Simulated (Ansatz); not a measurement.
# GeF2: basis-set convergence

One table from this session's results is given with a row withheld; the runs are named, their logs left out.

Program: Ansatz 0.2.0, Gaussian basis. Level of theory: one geometry, several basis sets. These are calculated values, not measurements.

Levels to be run: PBE0-D4/def2-SVP; ωB97M-V/def2-SVP; PBE0-D4/def2-QZVPP; ωB97M-V/def2-QZVPP; the functionals' def2-TZVPP values are taken from earlier runs.

## The relaxed structure

The geometry comes from an earlier relaxation with PBE0-D4 in a triple-zeta def2 set; it is a stationary point.

SMILES `[F][Ge][F]`, 3 atoms, charge 0, spin multiplicity 1.

Atoms are counted from 1 here; the program's logs count them from 0.

Bond lengths: F1–Ge2 1.745 Å, Ge2–F3 1.745 Å. Angles: F1–Ge2–F3 97.2°.

The first run:

The input, in.yaml:

```yaml
crystal:
  periodic: [false, false, false]
  atoms:
    - {symbol: F, position_ang: [-0.675937, -1.101756, -0.497544]}
    - {symbol: Ge, position_ang: [0.637480, -0.295161, 0.320228]}
    - {symbol: F, position_ang: [0.027556, 1.332116, 0.164116]}
basis:
  gaussian: {orbitals: def2-SVP}
hamiltonian: {xc: pbe0, dispersion: d4}
output: {orbitals: {seedname: orbitals}}
```

Among the steps run: PBE0-D4 in def2-SVP; ωB97M-V in def2-SVP; PBE0-D4 in def2-QZVPP; ωB97M-V in def2-QZVPP.

One of the session's tables, all rows but one given; the rest of the session is left out.

It belongs to the step «Functionals by basis». 

| functional | basis | HOMO (eV) | LUMO (eV) |
| --- | --- | --- | --- |
| PBE0-D4 | def2-SVP | -8.79 | -2.45 |
| PBE0-D4 | def2-TZVPP | -8.94 | -2.58 |
| PBE0-D4 | def2-QZVPP | -9.00 | -2.65 |
| ωB97M-V | def2-SVP | -11.02 | -0.36 |
| ωB97M-V | def2-TZVPP | ? | ? |
| ωB97M-V | def2-QZVPP | -11.27 | -0.70 |

Estimate the missing values for ωB97M-V, def2-TZVPP.

The run gave: HOMO (eV): -11.19; LUMO (eV): -0.54. In the column «HOMO (eV)» it lies between ωB97M-V, def2-QZVPP (-11.27) and ωB97M-V, def2-SVP (-11.02).
